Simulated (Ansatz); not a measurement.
# LuWClO4: the cost of one run

Method: DFT, PBE, plane-wave PAW, default files, scalar-relativistic, as far as a step names no other, in Ansatz 0.2.0.

**1. The starting structure**

Symmetry: P-1, No. 2, triclinic system. The conventional cell has a = 5.986 Å, b = 6.535 Å, c = 6.960 Å, α = 73.44°, β = 77.17°, γ = 70.71°. Around Lu (site symmetry 1) lie 5 O at 2.22 to 2.41 Å and 2 Cl at 2.69 to 2.72 Å. Around W (site symmetry 1) lie 4 O at 1.79 to 1.86 Å. Around Cl (site symmetry 1) lie 2 Lu at 2.69 to 2.72 Å. Around O (site symmetry 1) lie 1 W at 1.79 Å and 1 Lu at 2.22 Å. O (site symmetry 1) is surrounded by 1 W at 1.81 Å and 1 Lu at 2.25 Å. O (site symmetry 1) is surrounded by 1 W at 1.81 Å and 1 Lu at 2.22 Å. Around O (site symmetry 1) lie 1 W at 1.86 Å and 2 Lu at 2.24 to 2.41 Å.

Structure file:

```xyz
14
Lattice="5.9863 0.0000 0.0000 2.1593 6.1683 0.0000 1.5458 1.5601 6.6040" Properties=species:S:1:pos:R:3 pbc="T T T"
Lu    3.2220    2.5993    5.7288
Lu    6.4694    5.1292    0.8752
W     3.4424    2.6107    1.7511
W     6.2489    5.1178    4.8529
Cl    0.4299    0.5177    1.4805
Cl    9.2615    7.2108    5.1236
O     3.4609    2.4115    3.5334
O     6.2305    5.3170    3.0706
O     4.7977    4.1570    5.3409
O     4.8937    3.5714    1.2631
O     7.7401    4.2191    5.3314
O     1.9513    3.5093    1.2726
O     3.3306    0.9734    0.8734
O     6.3608    6.7550    5.7306
```

**2. Single point at the given positions**

Input file input.yaml:

```yaml
crystal:
  lattice:
    - [5.986285, 0.0, 0.0]
    - [2.159263, 6.16832, 0.0]
    - [1.545834, 1.560132, 6.604037]
  atoms:
    - { symbol: Lu, position: [0.241364, 0.201987, 0.867469] }
    - { symbol: Lu, position: [0.758636, 0.798013, 0.132531] }
    - { symbol: W, position: [0.378111, 0.35617, 0.265159] }
    - { symbol: W, position: [0.621889, 0.64383, 0.734841] }
    - { symbol: Cl, position: [0.004097, 0.027229, 0.224175] }
    - { symbol: Cl, position: [0.995903, 0.972771, 0.775825] }
    - { symbol: O, position: [0.347775, 0.255623, 0.535035] }
    - { symbol: O, position: [0.652225, 0.744377, 0.464965] }
    - { symbol: O, position: [0.423296, 0.469377, 0.808736] }
    - { symbol: O, position: [0.576704, 0.530623, 0.191264] }
    - { symbol: O, position: [0.911439, 0.479812, 0.807301] }
    - { symbol: O, position: [0.088561, 0.520188, 0.192699] }
    - { symbol: O, position: [0.477356, 0.124362, 0.132251] }
    - { symbol: O, position: [0.522644, 0.875638, 0.867749] }
kpoints:
  mp_grid: { grid: [4, 4, 3] }
scf:
  occupations: { method: fermi_dirac, width: 0.02 }
hamiltonian:
  xc: pbe
  pseudopotentials: { kind: paw }
output:
  forces: true
  stress: true
  populations: true
  efg:
    quadrupole_moments_barn: { Lu: 3.49, Cl: -0.08112, O: -0.02558 }
    contact_densities: true
  write_density: true
  write_potential: true
  elf: true
  volumetric_format: npy
```

On the command line:

```
$ ansatz run input.yaml --threads 1 --pin off --max-ram 2560MiB --backend cpu --events-out ev --progress --plain --runs-dir out
```

What time and memory should one allow on 1 thread of Arm Neoverse V2, shared host?

About 53 s, with a peak of 0.8 GiB.
